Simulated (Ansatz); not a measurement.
Crystal: GeW.

```
Ge W
1.0
     0.00000    2.57761    2.57761
     2.57761    0.00000    2.57761
     2.57761    2.57761    0.00000
Ge W
1 1
Direct
  0.50000 0.50000 0.50000
  0.00000 0.00000 0.00000
```

The cell was built by a generator and needn't be a form met in nature.

Base run:

| Quantity | Value |
| --- | --- |
| Program | Ansatz 0.2.0 |
| Functional | LDA |
| Potentials or basis | Ansatz PAW |
| Cutoff | 420 eV (not typed: the program's choice for these potentials) |
| k mesh | 9 × 9 × 9 |
| Occupations | fermi-dirac, width 0.05 eV |
| Spin | no spin polarisation |

Its results: band gap on the k mesh none (metal or under the smearing width); pressure -9.5 GPa.

Q: The run is repeated on the same cell with these changes: functional from LDA to PBEsol. What comes out?

A: Band gap on the k mesh none (metal or under the smearing width); pressure -5.8 GPa.

PBEsol binds less tightly than LDA, so the same cell stands under more pressure.

Caveats: spin-orbit coupling is left out, which moves the levels of the heavy elements; the PAW data sets come from PBE, with cores solved anew for the run's functional, which leaves a small shift of forces and pressure.
